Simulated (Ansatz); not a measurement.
**AlFH₃NS: a ladder of functionals and wavefunction methods**

The task here is to estimate one member of a computed series from the others.

Computed with Ansatz 0.2.0, Gaussian basis. Level: functionals in def2-TZVPP, the program's frozen cores in correlated methods.

Plan: PBE-D4, r2SCAN-D4, PBE0-D4, B3LYP-D4, ωB97X-V, ωB97M-V, B2PLYP; CCSD(T)/def2-TZVPP; CCSD(T)/def2-QZVPP; extrapolation to the limit.

### The relaxed structure

All runs share one geometry, relaxed beforehand with PBE0-D4 in a triple-zeta def2 set.

SMILES `[NH2][Al]([F])[SH]`, 7 atoms, charge 0, spin multiplicity 1.

Atoms are counted from 1 here; the program's logs count them from 0.

Bond lengths: N1–Al2 1.752 Å, N1–H5 1.006 Å, N1–H6 1.006 Å, Al2–F3 1.648 Å, Al2–S4 2.172 Å, S4–H7 1.345 Å. Angles: Al2–N1–H5 124.8°, Al2–N1–H6 124.5°, H5–N1–H6 110.7°, N1–Al2–F3 119.4°, N1–Al2–S4 121.7°, F3–Al2–S4 118.8°, Al2–S4–H7 91.8°.

The first run:

Input file in.yaml:

```yaml
crystal:
  periodic: [false, false, false]
  atoms:
    - {symbol: N, position_ang: [-1.196496, 0.081374, 0.839722]}
    - {symbol: Al, position_ang: [0.283935, -0.250493, -0.036399]}
    - {symbol: F, position_ang: [1.131355, -1.624335, 0.295937]}
    - {symbol: S, position_ang: [1.039802, 1.103528, -1.557341]}
    - {symbol: H, position_ang: [-1.774949, 0.893189, 0.701998]}
    - {symbol: H, position_ang: [-1.584481, -0.515896, 1.550875]}
    - {symbol: H, position_ang: [2.100844, 0.312624, -1.794793]}
basis:
  gaussian: {orbitals: def2-TZVPP}
hamiltonian: {xc: pbe, dispersion: d4}
output: {forces: true, orbitals: {seedname: orbitals}}
```

On the command line:

```bash
$ ansatz run in.yaml --threads 2 --pin off --events-out ev --progress --plain --max-ram 20480MiB --backend cpu
```

Steps of the session up to this table: PBE-D4 (GGA); r2SCAN-D4 (meta-GGA); PBE0-D4 (hybrid); B3LYP-D4 (hybrid); ωB97X-V (range-separated); ωB97M-V (range-separated); B2PLYP (double hybrid); CCSD(T) in def2-TZVPP; CCSD(T) in def2-QZVPP.

One of the session's tables, all rows but one given; the rest of the session is left out.

It belongs to the step «Atomisation energies». 

```
            method  atomisation energy (kcal/mol)
            PBE-D4                          594.9
         r2SCAN-D4                          588.9
           PBE0-D4                          581.7
          B3LYP-D4                          585.9
           ωB97X-V                              ?
           ωB97M-V                          591.7
            B2PLYP                          581.5
     HF/def2-TZVPP                          415.1
    MP2/def2-TZVPP                          585.7
   CCSD/def2-TZVPP                          561.3
CCSD(T)/def2-TZVPP                          570.8
           MP2/CBS                          606.7
       CCSD(T)/CBS                          592.5
```

Q: Estimate the row for ωB97X-V from the others.

As computed: atomisation energy (kcal/mol): 591.3. In the column «atomisation energy (kcal/mol)» it lies between r2SCAN-D4 (588.9) and ωB97M-V (591.7).

Limits of these values: Free atoms (1 N, 1 Al, 1 F, 1 S, 3 H) were run apart at each level; the atomisation energy is their sum less the molecule, without zero-point or spin-orbit terms.
